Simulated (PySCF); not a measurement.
# Cl3Co (CoCl3): the cost of one run

Programs: PySCF 2.14.0, with density-fitted response routines of our own. Each step states its level of theory. These are calculated values for one molecule in the gas phase, unless marked as measured. Atoms are numbered from 0 throughout.

### Step 1. The molecule as given

4 atoms, charge 0, multiplicity 5; geometry from: GFN2-xTB. The atoms were then displaced at random by about 0.03 Å, so the start is not that level's minimum.

Bonds of the start (Å): Co0–Cl1 1.97, Co0–Cl2 2.17, Co0–Cl3 1.96.

### Step 2. Geometry optimisation at PBE0-D3(BJ)/def2-SVP

What the job is given:

```
{"job": {"xc": "PBE0", "basis": "def2-SVP", "d3": "d3bj", "grid": 1, "maxiter": 40, "shake": 0.03, "kind": "geom"}, "charge": 0, "multiplicity": 5}
Co     0.061220    -0.076670     0.011660
Cl     2.033960    -0.039670     0.006180
Cl    -1.063270     1.782340    -0.042070
Cl    -0.948620    -1.756440    -0.006240
```

Started as:

```sh
$ OMP_NUM_THREADS=1 python probes_run.py task.json out
```

The driver reads the jobs from task.json and runs them one after another.

**Question.** How long does this first job take on 1 thread of Intel Xeon 6975P-C, shared host, and how much memory does it need?

About 64 s, with a peak of 0.39 GiB.
